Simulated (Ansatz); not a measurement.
# BClFH3O: the cost of one run

All numbers below are computed with Ansatz 0.2.0 (RKS BHLYP/def2-SVP).

### 1 The system as given

Bond lengths: B1–Cl3 1.860 Å, B1–O4 1.410 Å, O4–H5 1.010 Å, B1–F6 1.620 Å. Angles: Cl3–B1–O4 120.0°, Cl3–B1–F6 88.5°, O4–B1–F6 110.0°, B1–O4–H5 109.5°.

As a file:

```xyz
7

B     0.0000    0.0000    0.0000
H     0.0000    0.0000    1.5400
Cl    1.6108    0.0000   -0.9300
O    -1.2211    0.0000   -0.7050
H    -1.7308   -0.8467   -0.4965
F     0.3455    1.4980    0.5108
H     0.1950    0.8453    1.4996
```

### 2 Pulling towards end A

Springs on the bonds that form and break draw the guess towards this end; the thresholds are loose.

input.yaml reads:

```yaml
crystal:
  periodic: [false, false, false]
  atoms:
    - { symbol: B, position_ang: [0.0, 0.0, 0.0] }
    - { symbol: H, position_ang: [0.0, 0.0, 1.54] }
    - { symbol: Cl, position_ang: [1.6108, 0.0, -0.93] }
    - { symbol: O, position_ang: [-1.2211, 0.0, -0.705] }
    - { symbol: H, position_ang: [-1.7308, -0.8467, -0.4965] }
    - { symbol: F, position_ang: [0.3455, 1.498, 0.5108] }
    - { symbol: H, position_ang: [0.195, 0.8453, 1.4996] }
basis:
  gaussian: { orbitals: def2-SVP }
hamiltonian:
  xc: { name: BHLYP }
relax:
  f_tol: 0.15
  max_steps: 25
  restrain:
    - { distance: [0, 5], at: 2.52, k: 30.0 }
    - { distance: [6, 1], at: 1.86, k: 30.0 }
    - { distance: [0, 1], at: 1.19, k: 30.0 }
    - { distance: [6, 5], at: 0.92, k: 30.0 }
```

Launch:

```bash
ansatz run input.yaml --threads 1 --pin off --max-ram 2048MiB --backend cpu --events-out ev --progress --plain --runs-dir out
```

Q: Estimate wall time and peak memory on 1 thread of Arm Neoverse V1, shared host.

About 30 s, with a peak of 0.16 GiB.
